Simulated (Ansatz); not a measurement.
# InAgF: the cost of one run

Program: Ansatz 0.2.0. Level of theory: DFT PBE, scalar-relativistic, plane waves, PAW. These are calculated values, not measurements.

**1. The structure to begin with**

Symmetry: P6mm, No. 183, hexagonal system. The conventional cell has a = 3.109 Å, b = 3.109 Å, c = 34.198 Å, α = 90.00°, β = 90.00°, γ = 120.00°. Around In (site symmetry 6mm) lie 1 Ag at 2.76 Å and 6 In at 3.11 Å. Ag (site symmetry 6mm) is surrounded by 1 F at 1.98 Å. F (site symmetry 6mm) has 1 Ag at 1.98 Å as nearest neighbours.

Structure file:

```cif
data_structure
_symmetry_space_group_name_H-M 'P 1'
_symmetry_Int_Tables_number 1
_cell_length_a 3.1092
_cell_length_b 3.1092
_cell_length_c 34.1981
_cell_angle_alpha 90.000
_cell_angle_beta 90.000
_cell_angle_gamma 120.000
_cell_volume 286.30
loop_
_atom_site_label
_atom_site_type_symbol
_atom_site_fract_x
_atom_site_fract_y
_atom_site_fract_z
_atom_site_occupancy
In1 In 0.00000 0.00000 0.36046 1
Ag1 Ag 0.00000 0.00000 0.27989 1
F1 F 0.00000 0.00000 0.22197 1
```

It is the end of an earlier relaxation with the same method, from a generated guess; it needn't be the stable form of this composition. At a tolerance of 0.05 Å it has layer group p6mm (No. 77); it has 2.79 Å²/atom, an uncorrected energy of -0.07 eV/atom over the elements.

It is a sheet, periodic along a and b, with vacuum along c; volumes and pressures of the box carry no meaning, and space groups named for it are those of the box.

**2. Electronic structure at the relaxed geometry**

input.yaml

```yaml
crystal:
  lattice:
    - [3.109152084, 0.0, 0.0]
    - [-1.554576042, 2.692604689, 0.0]
    - [0.0, 0.0, 34.1981152]
  atoms:
    - { symbol: In, position: [0.0, 0.0, 0.360463849] }
    - { symbol: Ag, position: [0.0, 0.0, 0.2798921482] }
    - { symbol: F, position: [0.0, 0.0, 0.2219722283] }
  periodic: [true, true, false]
basis:
  ecutwfc: 420
kpoints:
  mp_grid: { grid: [18, 18, 1] }
  band_path:
    path:
      - [0.0, 0.0, 0.0]
      - [0.5, 0.0, 0.0]
      - [0.33333333, 0.33333333, 0.0]
      - [0.0, 0.0, 0.0]
    npoints: 14
hamiltonian:
  xc: pbe
scf:
  occupations: { method: gaussian, width: 0.1 }
  n_extra_bands: 7
output:
  forces: true
  stress: true
  eigenvalues: true
  populations: true
  dos: { projected: true, de: 0.02, nscf_kmesh: { grid: [22, 22, 1] } }
  bader: true
  write_density: true
  write_potential: true
  elf: true
  volumetric_format: npy
```

Launch:

```
$ ansatz run input.yaml --threads 1 --pin off --max-ram 2048MiB --backend cpu --events-out ev --progress --plain --runs-dir out
```

**Question.** How long does this run take on 1 thread of Arm Neoverse V1, shared host, and how much memory does it need?

About 1.9 min, with a peak of 0.66 GiB.
